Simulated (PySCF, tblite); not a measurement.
# C₇H₇FN radical: geometry, infrared bands and EPR parameters

What infrared bands and EPR parameters should C₇H₇FN radical (`Cc1c[c]c(N)cc1F`) show?

Computed with tblite 0.8.0 and PySCF 2.14.0, with density-fitted response routines of our own, on a single molecule in the gas phase. Atoms count from 0, in the outputs and in this text.

## 1. The molecule as given

16 atoms, charge 0, multiplicity 2; geometry from: force field or distance geometry start.

Bonds of the start (Å): C0–C1 1.47, C1–C2 1.38, C2–C3 1.37, C3–C4 1.40, C4–N5 1.43, C4–C6 1.40, C6–C7 1.38, C7–F8 1.37, C7–C1 1.39, C0–H9 1.13, C0–H10 1.13, C0–H11 1.10, C2–H12 1.10, N5–H13 1.05, N5–H14 1.06, C6–H15 1.09.

## 2. Geometry optimisation with GFN2-xTB

What the job is given:

```
{"job": {"kind": "relax", "xc": "GFN2-xTB", "basis": "xTB"}, "charge": 0, "multiplicity": 2}
C     -2.585600     0.184100    -0.012300
C     -1.122100     0.052700    -0.045200
C     -0.566900    -0.975800    -0.787900
C      0.787700    -1.172000    -0.883000
C      1.657700    -0.338200    -0.168500
N      3.075200    -0.524600    -0.243200
C      1.110400     0.701300     0.586700
C     -0.254800     0.886600     0.659300
F     -0.753100     1.906400     1.420200
H     -2.944300     1.045500     0.633400
H     -3.058300    -0.714100     0.493200
H     -3.012200     0.369800    -1.006500
H     -1.257400    -1.635000    -1.331000
H      3.538300    -0.998500    -1.057300
H      3.628400    -0.151000     0.573800
H      1.749400     1.371700     1.156900
```

Command:

```bash
OMP_NUM_THREADS=1 python probes_run.py task.json out
```

This one command runs all jobs of the session in turn.

**Question.** This job is followed by: GFN2-xTB harmonic vibrations, gas phase; UKS B3LYP, pcH-1 on C F H N, non-relativistic, mean-field spin-orbit, GIAO. Predict these results of the whole session: strongest single infrared mode (GFN2-xTB); zero-point energy (GFN2-xTB); g(iso) (B3LYP); ⟨S²⟩; largest a(iso) (averaged by class); potential on the surface of density 0.002 e/bohr³, 1st and 99th percentile.

The runs gave:

```
                                                                  quantity                 value
                                 strongest single infrared mode (GFN2-xTB)  526 cm⁻¹, 299 km/mol
                                              zero-point energy (GFN2-xTB)         75.1 kcal/mol
                                                            g(iso) (B3LYP)               2.00226
                                                                      ⟨S²⟩    0.757 (exact 0.75)
                                        largest a(iso) (averaged by class)  13C on C3, 375.9 MHz
potential on the surface of density 0.002 e/bohr³, 1st and 99th percentile    -0.93 V and 1.96 V
```

What this shows: Relaxing lowered the energy by 0.503 eV in 54 steps; the close pair that moved most is C4–N5, from 1.432 to 1.376 Å. No mode is imaginary among the 42: a minimum at this level. GFN2-xTB is a fitted tight-binding method: band positions and strengths are rough. Its intensities can rank the bands wrongly. C3 carries the largest spin population, 1.02 e. The isotropic g lies 0.1 ppt below the free-electron value. The conformer search found further structures of the same energy, which may be mirror or relabelled copies of this one.
